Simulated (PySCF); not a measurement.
# A gas-phase reaction: Cl2GaH + H2S → Cl2GaHS + H2

Wanted: the reaction energy for `[Cl][GaH][Cl]` + `S` → `[SH][Ga]([Cl])[Cl]` + `[H][H]`.

Computed with PySCF 2.14.0; each step states its level. No surroundings beyond the atoms listed, unless a continuum is named. Atoms count from 0, parts from 1.

## 1. Starting point

Each species was relaxed by itself at PBE0-D3(BJ)/def2-SVPD.

## 2. Energies of the species: wB97M-D3(BJ)/def2-TZVPD

What the job is given:

```
{"job": {"kind": "react", "xc": "wB97M-D3(BJ)", "basis": "def2-TZVPD"}, "charge": 0, "multiplicity": 1}
-1 Cl2GaH charge 0 multiplicity 1
Cl    -0.647420    -1.592580    -1.100210
Ga     0.122200     0.141780    -0.097460
Cl    -0.450180     0.319620     1.963200
H      1.019170     1.180250    -0.802580

-1 H2S charge 0 multiplicity 1
S     -0.007590     0.615460    -0.000420
H     -0.980950    -0.319930     0.006790
H      0.968780    -0.316780    -0.007490

+1 Cl2GaHS charge 0 multiplicity 1
S      1.604820    -0.335420     0.629960
Ga    -0.462010    -0.231970    -0.061940
Cl    -1.745750    -1.931460     0.107420
Cl    -1.254850     1.558710    -0.930020
H      1.857550     0.940630     0.254970

+1 H2 charge 0 multiplicity 1
H      0.380210    -0.004500    -0.007170
H     -0.380210     0.004500     0.007170
```

Level: wB97M-D3(BJ)/def2-TZVPD reaction energy of separated species, gas phase.

Command:

```
$ OMP_NUM_THREADS=1 python cluster_run.py task.json out
```

This one command runs all jobs of the session in turn.

The program printed:

```text
species 1 (Cl2GaH)
coarse grid: 22520 points
cycle   1  E = -2846.0248185700  dE = -3.685e-01  |g| = 7.653e-01  |ddm| = 1.540e+00
cycle   2  E = -2846.0320102414  dE = -7.192e-03  |g| = 9.037e-01  |ddm| = 9.937e-01
cycle   3  E = -2846.1150927199  dE = -8.308e-02  |g| = 4.369e-02  |ddm| = 4.739e-01
cycle   4  E = -2846.1156926166  dE = -5.999e-04  |g| = 1.981e-02  |ddm| = 6.904e-02
cycle   5  E = -2846.1157941440  dE = -1.015e-04  |g| = 4.134e-03  |ddm| = 2.059e-02
cycle   6  E = -2846.1158041737  dE = -1.003e-05  |g| = 5.876e-04  |ddm| = 1.004e-02
cycle   7  E = -2846.1158045169  dE = -3.431e-07  |g| = 1.673e-04  |ddm| = 1.508e-03
final grid: 42160 points
cycle   8  E = -2846.1157614928  dE = -5.575e-08  |g| = 1.410e-04  |ddm| = 1.066e-03
cycle   9  E = -2846.1157614968  dE = -3.983e-09  |g| = 1.200e-04  |ddm| = 2.117e-04
cycle  10  E = -2846.1157614984  dE = -1.688e-09  |g| = 2.783e-05  |ddm| = 6.789e-05
cycle  11  E = -2846.1157614987  dE = -2.233e-10  |g| = 9.150e-06  |ddm| = 2.946e-05
converged SCF energy = -2846.1157614987

species 2 (H2S)
coarse grid: 11264 points
cycle   1  E = -399.4336013752  dE = -1.424e-01  |g| = 1.945e-01  |ddm| = 1.016e+00
cycle   2  E = -399.4459454351  dE = -1.234e-02  |g| = 1.106e-01  |ddm| = 2.399e-01
cycle   3  E = -399.4491447464  dE = -3.199e-03  |g| = 1.578e-02  |ddm| = 9.278e-02
cycle   4  E = -399.4492190882  dE = -7.434e-05  |g| = 4.851e-03  |ddm| = 1.790e-02
cycle   5  E = -399.4492313253  dE = -1.224e-05  |g| = 9.336e-04  |ddm| = 7.536e-03
cycle   6  E = -399.4492320565  dE = -7.312e-07  |g| = 1.776e-04  |ddm| = 2.124e-03
final grid: 22496 points
cycle   7  E = -399.4492196655  dE = -2.323e-08  |g| = 1.134e-04  |ddm| = 6.074e-04
cycle   8  E = -399.4492196685  dE = -2.971e-09  |g| = 6.804e-05  |ddm| = 1.498e-04
cycle   9  E = -399.4492196693  dE = -7.672e-10  |g| = 8.728e-06  |ddm| = 5.990e-05
converged SCF energy = -399.4492196693

species 3 (Cl2GaHS)
coarse grid: 28840 points
cycle   1  E = -3244.3120183331  dE = -2.089e-01  |g| = 8.067e-01  |ddm| = 1.894e+00
cycle   2  E = -3244.3154238443  dE = -3.406e-03  |g| = 9.651e-01  |ddm| = 1.062e+00
cycle   3  E = -3244.4155255240  dE = -1.001e-01  |g| = 4.741e-02  |ddm| = 5.141e-01
cycle   4  E = -3244.4162357136  dE = -7.102e-04  |g| = 1.981e-02  |ddm| = 7.102e-02
cycle   5  E = -3244.4163568241  dE = -1.211e-04  |g| = 4.768e-03  |ddm| = 2.043e-02
cycle   6  E = -3244.4163715374  dE = -1.471e-05  |g| = 1.122e-03  |ddm| = 1.091e-02
cycle   7  E = -3244.4163724292  dE = -8.918e-07  |g| = 4.025e-04  |ddm| = 2.141e-03
final grid: 53904 points
cycle   8  E = -3244.4162746204  dE = -1.481e-07  |g| = 2.886e-04  |ddm| = 1.532e-03
cycle   9  E = -3244.4162746421  dE = -2.171e-08  |g| = 2.774e-04  |ddm| = 4.061e-04
cycle  10  E = -3244.4162746548  dE = -1.276e-08  |g| = 6.008e-05  |ddm| = 1.867e-04
cycle  11  E = -3244.4162746570  dE = -2.149e-09  |g| = 2.802e-05  |ddm| = 9.801e-05
cycle  12  E = -3244.4162746578  dE = -8.549e-10  |g| = 4.841e-06  |ddm| = 8.909e-05
converged SCF energy = -3244.4162746578

species 4 (H2)
coarse grid: 4944 points
cycle   1  E = -1.1694183211  dE = -2.751e-01  |g| = 9.866e-03  |ddm| = 4.504e-01
cycle   2  E = -1.1694525675  dE = -3.425e-05  |g| = 1.161e-03  |ddm| = 9.676e-03
cycle   3  E = -1.1694532497  dE = -6.822e-07  |g| = 1.815e-04  |ddm| = 1.918e-03
final grid: 10744 points
cycle   4  E = -1.1694518700  dE = -2.407e-08  |g| = 4.114e-05  |ddm| = 3.871e-04
cycle   5  E = -1.1694518713  dE = -1.270e-09  |g| = 9.629e-06  |ddm| = 9.176e-05
cycle   6  E = -1.1694518714  dE = -7.529e-11  |g| = 3.020e-07  |ddm| = 2.873e-05
converged SCF energy = -1.1694518714

Reaction energy = -13.740 kcal/mol
```

Wall time 20 s (1 thread of Arm Neoverse V1, shared host); peak memory 0.72 GiB.

Species by species (with the dispersion term, which the log's SCF energies lack):

| ν | species | energy (Eh) | HOMO (eV) |
| --- | --- | --- | --- |
| -1 | [Cl][GaH][Cl] | -2846.11874 | -11.50 |
| -1 | S | -399.45056 | -9.89 |
| +1 | [SH][Ga]([Cl])[Cl] | -3244.42153 | -10.65 |
| +1 | [H][H] | -1.16967 | -14.48 |

## 3. Reaction energy: PBE0-D3(BJ)/def2-TZVPD

Settings changed since step 2:

```diff
@@ -1,2 +1,2 @@
-{"job": {"kind": "react", "xc": "wB97M-D3(BJ)", "basis": "def2-TZVPD"}, "charge": 0, "multiplicity": 1}
+{"job": {"kind": "react", "xc": "PBE0", "basis": "def2-TZVPD", "disp": "d3bj"}, "charge": 0, "multiplicity": 1}
 -1 Cl2GaH charge 0 multiplicity 1
```

With the program's defaults for keys left out, this is: PBE0-D3(BJ)/def2-TZVPD reaction energy of separated species, gas phase.

The program printed:

```text
species 1 (Cl2GaH)
coarse grid: 22520 points
cycle   1  E = -2845.3471236956  dE = -3.293e-01  |g| = 8.260e-01  |ddm| = 1.628e+00
cycle   2  E = -2845.2480911103  dE =  9.903e-02  |g| = 1.220e+00  |ddm| = 1.259e+00
cycle   3  E = -2845.4344923049  dE = -1.864e-01  |g| = 4.523e-02  |ddm| = 7.635e-01
cycle   4  E = -2845.4347070150  dE = -2.147e-04  |g| = 2.494e-02  |ddm| = 4.062e-02
cycle   5  E = -2845.4348837952  dE = -1.768e-04  |g| = 3.144e-03  |ddm| = 2.305e-02
cycle   6  E = -2845.4348865319  dE = -2.737e-06  |g| = 1.018e-03  |ddm| = 3.738e-03
final grid: 42160 points
cycle   7  E = -2845.4348695471  dE = -7.428e-08  |g| = 9.550e-04  |ddm| = 1.664e-03
cycle   8  E = -2845.4348695729  dE = -2.586e-08  |g| = 9.021e-04  |ddm| = 1.482e-03
cycle   9  E = -2845.4348697063  dE = -1.334e-07  |g| = 7.320e-05  |ddm| = 7.167e-04
cycle  10  E = -2845.4348697070  dE = -6.830e-10  |g| = 3.079e-06  |ddm| = 3.609e-05
converged SCF energy = -2845.4348697070

species 2 (H2S)
coarse grid: 2864 points
cycle   1  E = -399.2518634210  dE = -9.250e-02  |g| = 1.630e-01  |ddm| = 1.023e+00
cycle   2  E = -399.2538576939  dE = -1.994e-03  |g| = 1.600e-01  |ddm| = 2.978e-01
cycle   3  E = -399.2614718637  dE = -7.614e-03  |g| = 1.497e-02  |ddm| = 1.477e-01
cycle   4  E = -399.2614864754  dE = -1.461e-05  |g| = 1.103e-03  |ddm| = 5.881e-03
cycle   5  E = -399.2614868558  dE = -3.804e-07  |g| = 6.136e-04  |ddm| = 1.717e-03
final grid: 22496 points
cycle   6  E = -399.2625175152  dE = -7.085e-06  |g| = 4.896e-03  |ddm| = 1.692e-02
cycle   7  E = -399.2625181479  dE = -6.327e-07  |g| = 3.960e-03  |ddm| = 6.698e-03
cycle   8  E = -399.2625210805  dE = -2.933e-06  |g| = 2.911e-04  |ddm| = 3.504e-03
cycle   9  E = -399.2625211082  dE = -2.777e-08  |g| = 3.582e-05  |ddm| = 2.357e-04
cycle  10  E = -399.2625211086  dE = -3.616e-10  |g| = 6.382e-06  |ddm| = 2.918e-05
converged SCF energy = -399.2625211086

species 3 (Cl2GaHS)
coarse grid: 28840 points
cycle   1  E = -3243.4536646628  dE = -1.729e-01  |g| = 8.631e-01  |ddm| = 1.963e+00
cycle   2  E = -3243.3366068521  dE =  1.171e-01  |g| = 1.297e+00  |ddm| = 1.362e+00
cycle   3  E = -3243.5515272537  dE = -2.149e-01  |g| = 6.093e-02  |ddm| = 8.468e-01
cycle   4  E = -3243.5521589810  dE = -6.317e-04  |g| = 3.310e-02  |ddm| = 6.690e-02
cycle   5  E = -3243.5524883967  dE = -3.294e-04  |g| = 3.438e-03  |ddm| = 3.118e-02
cycle   6  E = -3243.5524915854  dE = -3.189e-06  |g| = 1.562e-03  |ddm| = 4.658e-03
final grid: 53904 points
cycle   7  E = -3243.5524344585  dE = -8.479e-08  |g| = 1.436e-03  |ddm| = 3.171e-03
cycle   8  E = -3243.5524343787  dE =  7.978e-08  |g| = 1.456e-03  |ddm| = 2.824e-03
cycle   9  E = -3243.5524348786  dE = -4.998e-07  |g| = 2.930e-04  |ddm| = 1.577e-03
cycle  10  E = -3243.5524348937  dE = -1.515e-08  |g| = 2.917e-05  |ddm| = 1.904e-04
cycle  11  E = -3243.5524348938  dE = -1.055e-10  |g| = 2.161e-06  |ddm| = 2.008e-05
converged SCF energy = -3243.5524348938

species 4 (H2)
coarse grid: 1240 points
cycle   1  E = -1.1670612448  dE = -2.327e-01  |g| = 2.266e-02  |ddm| = 4.588e-01
cycle   2  E = -1.1672486728  dE = -1.874e-04  |g| = 3.233e-03  |ddm| = 1.896e-02
cycle   3  E = -1.1672531285  dE = -4.456e-06  |g| = 9.770e-05  |ddm| = 2.761e-03
final grid: 10744 points
cycle   4  E = -1.1681370251  dE = -1.930e-06  |g| = 2.741e-04  |ddm| = 1.572e-03
cycle   5  E = -1.1681370533  dE = -2.828e-08  |g| = 3.989e-05  |ddm| = 2.445e-04
cycle   6  E = -1.1681370540  dE = -6.318e-10  |g| = 1.264e-06  |ddm| = 3.105e-05
converged SCF energy = -1.1681370540

Reaction energy = -15.634 kcal/mol
```

Wall time 11 s (1 thread of Arm Neoverse V1, shared host); peak memory 0.64 GiB.

Reaction energy at this level: -15.63 kcal/mol.

## 4. Side by side

Energies in kcal/mol, with wall time:

| run | reaction | time |
| --- | --- | --- |
| wB97M-D3(BJ)/def2-TZVPD | -13.74 | 20 s |
| PBE0-D3(BJ)/def2-TZVPD | -15.63 | 11 s |

## 5. What came out

```
                                                quantity                      value
               reaction energy (wB97M-D3(BJ)/def2-TZVPD)            -13.74 kcal/mol
                     ΔH, ΔG at 298 K (xTB thermal terms)      -14.4, -12.8 kcal/mol
range of the reaction energy over the runs of this table  -15.63 to -13.74 kcal/mol
```

The reaction is exothermic by 14.4 kcal/mol in the gas phase; dispersion gives -0.72, and xTB itself gave -9.88 for the electronic energy (xTB energies and thermal terms come from the earlier relaxation of each species, not shown). No barrier was sought. The reaction energy runs from -15.63 (PBE0-D3(BJ)/def2-TZVPD) to -13.74 kcal/mol (wB97M-D3(BJ)/def2-TZVPD).
